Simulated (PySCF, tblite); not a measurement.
# AlBF3HO2, a fragment of a glass network (2-ring): NMR shifts, core binding energies and electronic excitations, part 2 of 2

tblite 0.8.0 and PySCF 2.14.0. Atoms count from 0, parts from 1. The steps go on from the part before.

### 5 X-ray photoelectron lines: SCAN, X2C

What the job is given:

```
{"job": {"kind": "xps", "holes": 5}, "charge": 0, "multiplicity": 1}
F      1.391859    -2.003189    -0.136046
B      0.708919    -0.913926     0.135851
O      0.654357    -0.156419     1.211475
Al    -0.500431     1.015987     0.499575
F      0.102025     2.461114    -0.032764
F     -2.081187     0.959865     0.983697
O     -0.168299    -0.359272    -0.858394
H     -0.286334    -0.701798    -1.749605
```

Level: delta-SCF UKS SCAN, pcX-2 on the ionised atom, pcseg-1 elsewhere, spin-free X2C.

The program printed:

```text
ground state, core basis on atom 0 (F), 138 functions
  cycle   1  E = -718.58083547  |g| = 1.23e+00
  cycle   2  E = -718.04796271  |g| = 2.16e+00
  cycle   3  E = -718.82317523  |g| = 2.26e-01
  cycle   4  E = -718.83160746  |g| = 6.97e-02
  cycle   5  E = -718.83234746  |g| = 2.05e-02
  cycle   6  E = -718.83240641  |g| = 8.93e-03
  cycle   7  E = -718.83242105  |g| = 2.22e-03
  cycle   8  E = -718.83242046  |g| = 4.20e-04
  E(ground) = -718.85821069 Eh
hole in F 1s of atom 0
  cycle   1  E = -692.43306306  |g| = 2.58e+00
  cycle   2  E = -692.40035235  |g| = 2.10e+00
  cycle   3  E = -693.22147701  |g| = 4.85e-01
  cycle   4  E = -693.21301774  |g| = 4.86e-01
  cycle   5  E = -693.30109058  |g| = 8.47e-02
  cycle   6  E = -693.30330726  |g| = 3.93e-02
  cycle   7  E = -693.30386564  |g| = 3.42e-03
  cycle   8  E = -693.30386858  |g| = 2.50e-03
  cycle   9  E = -693.30387026  |g| = 8.85e-04
  cycle  10  E = -693.30386953  |g| = 2.20e-04
  E(ion) = -693.33633820 Eh   <S^2> = 0.7563   hole on atom = 1.000   binding energy = 694.486 eV
ground state, core basis on atom 1 (B), 138 functions
  cycle   1  E = -718.79054878  |g| = 1.15e-01
  cycle   2  E = -718.78747143  |g| = 1.77e-01
  cycle   3  E = -718.79227364  |g| = 1.25e-02
  cycle   4  E = -718.79228063  |g| = 1.01e-02
  cycle   5  E = -718.79229804  |g| = 1.57e-03
  cycle   6  E = -718.79229959  |g| = 3.52e-04
  E(ground) = -718.81644043 Eh
hole in B 1s of atom 1
  cycle   1  E = -711.04964182  |g| = 1.17e+00
  cycle   2  E = -708.83385866  |g| = 2.09e+00
  cycle   3  E = -711.17927015  |g| = 8.00e-01
  cycle   4  E = -711.37537514  |g| = 2.83e-01
  cycle   5  E = -711.40154850  |g| = 1.75e-01
  cycle   6  E = -711.40944785  |g| = 1.00e-01
  cycle   7  E = -711.41303496  |g| = 3.08e-02
  cycle   8  E = -711.41334396  |g| = 9.97e-03
  cycle   9  E = -711.41338065  |g| = 3.13e-03
  cycle  10  E = -711.41338327  |g| = 2.74e-03
  cycle  11  E = -711.41338668  |g| = 7.75e-04
  cycle  12  E = -711.41338600  |g| = 2.64e-04
  E(ion) = -711.43959734 Eh   <S^2> = 0.7718   hole on atom = 1.000   binding energy = 200.734 eV
ground state, core basis on atom 2 (O), 138 functions
  cycle   1  E = -718.82017584  |g| = 1.11e-01
  cycle   2  E = -718.81793867  |g| = 1.31e-01
  cycle   3  E = -718.82040454  |g| = 5.23e-02
  cycle   4  E = -718.82086783  |g| = 5.07e-03
  cycle   5  E = -718.82086998  |g| = 1.78e-03
  cycle   6  E = -718.82087245  |g| = 2.28e-04
  E(ground) = -718.84081178 Eh
hole in O 1s of atom 2
  cycle   1  E = -698.20123242  |g| = 2.22e+00
  cycle   2  E = -697.87677541  |g| = 2.14e+00
  cycle   3  E = -698.94776407  |g| = 4.63e-01
  cycle   4  E = -698.97090046  |g| = 3.47e-01
  cycle   5  E = -699.00892937  |g| = 4.45e-02
  cycle   6  E = -699.00926482  |g| = 3.04e-02
  cycle   7  E = -699.00958065  |g| = 6.55e-03
  cycle   8  E = -699.00959507  |g| = 1.66e-03
  cycle   9  E = -699.00959455  |g| = 6.13e-04
  cycle  10  E = -699.00959618  |g| = 4.91e-04
  E(ion) = -699.03075339 Eh   <S^2> = 0.7616   hole on atom = 1.000   binding energy = 539.059 eV
ground state, core basis on atom 3 (Al), 149 functions
  cycle   1  E = -718.87428204  |g| = 2.66e-01
  cycle   2  E = -718.86962612  |g| = 1.98e-01
  cycle   3  E = -718.87203284  |g| = 1.55e-01
  cycle   4  E = -718.87653572  |g| = 2.24e-02
  cycle   5  E = -718.87660096  |g| = 6.28e-03
  cycle   6  E = -718.87660948  |g| = 4.74e-04
  E(ground) = -718.86385320 Eh
hole in Al 2p of atom 3
  cycle   1  E = -715.58320628  |g| = 1.08e+00
  cycle   2  E = -715.59973577  |g| = 9.14e-01
  cycle   3  E = -715.77073289  |g| = 4.12e-01
  cycle   4  E = -715.82543669  |g| = 7.30e-02
  cycle   5  E = -715.82644917  |g| = 3.77e-02
  cycle   6  E = -715.82692773  |g| = 1.71e-02
  cycle   7  E = -715.82702855  |g| = 3.62e-03
  cycle   8  E = -715.82703157  |g| = 1.97e-03
  cycle   9  E = -715.82703429  |g| = 3.69e-04
  E(ion) = -715.82312504 Eh   <S^2> = 0.7513   hole on atom = 1.004   binding energy = 82.742 eV
  2p3/2 = 82.414 eV   2p1/2 = 82.892 eV
ground state, core basis on atom 6 (O), 138 functions
  cycle   1  E = -718.81818997  |g| = 1.08e-01
  cycle   2  E = -718.81687923  |g| = 1.09e-01
  cycle   3  E = -718.81841738  |g| = 4.92e-02
  cycle   4  E = -718.81879767  |g| = 8.36e-03
  cycle   5  E = -718.81880872  |g| = 1.69e-03
  cycle   6  E = -718.81880954  |g| = 5.43e-04
  cycle   7  E = -718.81880999  |g| = 1.03e-04
  E(ground) = -718.83880043 Eh
hole in O 1s of atom 6
  cycle   1  E = -698.11016487  |g| = 2.22e+00
  cycle   2  E = -697.69815759  |g| = 2.18e+00
  cycle   3  E = -698.78835957  |g| = 5.90e-01
  cycle   4  E = -698.82741764  |g| = 4.60e-01
  cycle   5  E = -698.90204094  |g| = 8.27e-02
  cycle   6  E = -698.90367449  |g| = 5.33e-02
  cycle   7  E = -698.90461041  |g| = 4.15e-03
  cycle   8  E = -698.90461648  |g| = 2.57e-03
  cycle   9  E = -698.90461763  |g| = 1.42e-03
  cycle  10  E = -698.90461806  |g| = 3.06e-04
  E(ion) = -698.92718892 Eh   <S^2> = 0.7610   hole on atom = 1.000   binding energy = 541.823 eV
```

Run time: 27 s. Hardware: 1 thread of Arm Neoverse V1, shared host; peak memory 0.47 GiB.

Binding energies by hole, beside the orbital energy of the ground state; the difference holds orbital relaxation and, for a density functional, its self-interaction error:

| hole | stands for | environment | ΔSCF (eV; 2p as the shell's mean) | −ε (eV) | ⟨S²⟩ |
| --- | --- | --- | --- | --- | --- |
| F1s on F0 | F0 | fluorine bonded to B | 694.49 | 668.0 | 0.756 |
| B1s on B1 | B1 |  | 200.73 | 183.8 | 0.772 |
| O1s on O2 | O2 | oxygen bonded to Al, B, in a 4-membered ring | 539.06 | 517.1 | 0.762 |
| Al2p on Al3 | Al3 |  | 82.57 | 71.9 | 0.751 |
| O1s on O6 | O6 | donor oxygen of a Lewis adduct | 541.82 | 519.5 | 0.761 |

With the spin-orbit splitting: Al3 2p3/2 82.41, 2p1/2 82.89 eV. The table gives each 2p level as the mean over the whole 2p shell (two parts 2p3/2, one part 2p1/2), which differs a little from the single hole in the log.

### 6 Excited states and response: CAM-B3LYP/def2-SVPD

Settings changed since step 5:

```diff
@@ -1,2 +1,2 @@
-{"job": {"kind": "xps", "holes": 5}, "charge": 0, "multiplicity": 1}
+{"job": {"kind": "uv", "xc": "CAM-B3LYP", "basis": "def2-SVPD", "nstates": 6, "ntriplets": 2, "ip": true}, "charge": 0, "multiplicity": 1}
 F      1.391859    -2.003189    -0.136046
```

Level: TDDFT CAM-B3LYP/def2-SVPD, vertical, gas phase, core orbitals frozen in the response.

The program printed:

```text
coarse grid: 8760 points
cycle   1  E = -717.3892334780  dE =  8.864e-01  |g| = 1.143e+00  |ddm| = 4.382e+00
cycle   2  E = -717.2693981676  dE =  1.198e-01  |g| = 1.477e+00  |ddm| = 3.487e+00
cycle   3  E = -717.6273018475  dE = -3.579e-01  |g| = 9.906e-02  |ddm| = 1.816e+00
cycle   4  E = -717.6285358741  dE = -1.234e-03  |g| = 5.433e-02  |ddm| = 1.310e-01
cycle   5  E = -717.6290470605  dE = -5.112e-04  |g| = 7.435e-03  |ddm| = 5.183e-02
cycle   6  E = -717.6290556613  dE = -8.601e-06  |g| = 4.070e-03  |ddm| = 1.292e-02
cycle   7  E = -717.6290583938  dE = -2.732e-06  |g| = 5.207e-04  |ddm| = 3.753e-03
final grid: 85704 points
cycle   8  E = -717.7342393978  dE = -3.783e-05  |g| = 4.034e-03  |ddm| = 4.658e-02
cycle   9  E = -717.7342383168  dE =  1.081e-06  |g| = 5.028e-03  |ddm| = 7.228e-03
cycle  10  E = -717.7342422517  dE = -3.935e-06  |g| = 2.222e-04  |ddm| = 3.740e-03
cycle  11  E = -717.7342422639  dE = -1.222e-08  |g| = 1.501e-04  |ddm| = 5.816e-04
cycle  12  E = -717.7342422676  dE = -3.667e-09  |g| = 4.833e-05  |ddm| = 2.195e-04
cycle  13  E = -717.7342422680  dE = -4.593e-10  |g| = 1.138e-05  |ddm| = 5.078e-05
converged SCF energy = -717.7342422680

Static polarisability (au): isotropic 37.555, principal 33.084 37.125 42.457

Singlet excitations
state   eV       nm        f      main configurations
  1   8.4627    146.5   0.00153   H->L 0.90
  2   9.0644    136.8   0.06591   H-1->L 0.86
  3   9.3422    132.7   0.00039   H-2->L 0.57, H->L+1 0.19
  4   9.6438    128.6   0.00621   H-3->L 0.38, H->L+1 0.26, H-3->L+1 0.10
  5   9.7582    127.1   0.05460   H-3->L 0.28, H->L+1 0.23, H->L+2 0.09
  6   9.8106    126.4   0.00413   H-1->L+3 0.74, H-1->L+5 0.10

Triplet excitations (Tamm-Dancoff, eV): 8.2145 8.6051
Vertical ionisation energy (delta-SCF) = 13.1841 eV
Vertical electron affinity (delta-SCF) = -0.2617 eV
```

Run time: 3.3 min. Hardware: 1 thread of Arm Neoverse V1, shared host; peak memory 0.84 GiB.

Frontier orbitals and where they lie:

| orbital | eV | atoms |
| --- | --- | --- |
| HOMO−3 | -13.19 | F4 45 %, F5 44 %, Al3 6 % |
| HOMO−2 | -12.92 | F4 46 %, F5 44 %, O6 6 % |
| HOMO−1 | -12.50 | O2 70 %, B1 6 %, Al3 6 % |
| HOMO | -12.02 | O2 63 %, O6 13 %, B1 10 % |
| LUMO | -0.37 | Al3 32 %, B1 25 %, O6 19 % |
| LUMO+1 | 0.80 | Al3 41 %, O6 20 %, H7 12 % |
| LUMO+2 | 1.24 | B1 36 %, O6 18 %, F0 12 % |

With each of the 6 states as a Gaussian band of 0.4 eV half-width at 1/e, the curve within the window shown has maxima at 136 nm (ε 2,900), 128 nm (ε 2,800) L/(mol cm). Beyond the last state computed it falls off for lack of states. The curve at chosen wavelengths:

| nm | ε (L/mol/cm) |
| --- | --- |
| 123 | 1180 |
| 124 | 1631 |
| 126 | 2443 |
| 127 | 2685 |
| 129 | 2761 |
| 130 | 2676 |
| 131 | 2590 |
| 133 | 2592 |
| 134 | 2683 |
| 136 | 2854 |
| 137 | 2841 |
| 138 | 2724 |
| 140 | 2206 |
| 141 | 1861 |
| 143 | 1174 |
| 144 | 885 |
| 145 | 647 |
| 147 | 326 |
| 148 | 227 |
| 150 | 112 |
| 151 | 79 |
| 152 | 57 |
| 154 | 29 |
| 155 | 21 |
| 157 | 10 |
| 158 | 7 |

Further results of this job:

| property | computed |
| --- | --- |
| dipole moment (D) | 3.97 |
| polarisability (Å³) | 5.57 |
| HOMO–LUMO gap (eV) | 11.65 |
| −ε(HOMO) (eV) | 12.02 |

### 7 Results

This closing draws on all 2 parts.

```
                                                    quantity                                             value
                                                 point group                                                Cs
                        rotational constants (main isotopes)                              4.17, 1.42, 1.30 GHz
                  $^{1}$H shifts against TMS (PBE0/pcSseg-2)                                          4.50 ppm
               $^{19}$F shifts against CFCl3 (PBE0/pcSseg-2)                        -142.3, -211.4, -211.6 ppm
            $^{11}$B shifts against BF3·OEt2 (PBE0/pcSseg-2)                                          14.4 ppm
                 $^{17}$O shifts against H2O (PBE0/pcSseg-2)                                   131.2, 73.3 ppm
              $^{27}$Al shifts against AlH4- (PBE0/pcSseg-2)                                         -29.2 ppm
                            O1s binding energies, SCAN/pcX-2                           O6 541.82, O2 539.06 eV
F1s binding energies, SCAN/pcX-2 (standing for 1 of 3 atoms)                                      F0 694.49 eV
                            B1s binding energies, SCAN/pcX-2                                      B1 200.73 eV
                           Al2p binding energies, SCAN/pcX-2                                      Al3 82.57 eV
                        lowest singlet (CAM-B3LYP/def2-SVPD)                       8.46 eV (147 nm), f = 0.002
                    brightest single state of those computed                       state 2, 9.06 eV, f = 0.066
                                              lowest triplet                                           8.21 eV
                           vertical ionisation energy (ΔSCF)                                          13.18 eV
                           vertical electron affinity (ΔSCF)  -0.26 eV (unbound: the value hangs on the basis)
```

What this shows: The start of the PBE0/def2-SVP relaxation was shaken at random by about 0.01 Å, so part of the energy gained, and of the first lengths quoted, undoes that. Over 11 steps the energy fell by 0.140 eV; of the close pairs, B1–Al3 changed most, 2.234 to 2.306 Å (PBE0/def2-SVP). At SCAN/pcX-2: O6 (donor oxygen of a Lewis adduct) binds its O1s electron 2.76 eV more tightly than O2 (oxygen bonded to Al, B, in a 4-membered ring). The first singlet state (HOMO→LUMO 0.90) lies at 8.46 eV and is weak; of the 6 states computed, the strongest absorption comes from state 2 at 9.06 eV. The lowest triplet lies 0.25 eV below the lowest singlet (triplets in Tamm-Dancoff, singlets in full TDDFT). The orbital energy would give 12.02 eV for ionisation, ΔSCF gives 13.18 eV.
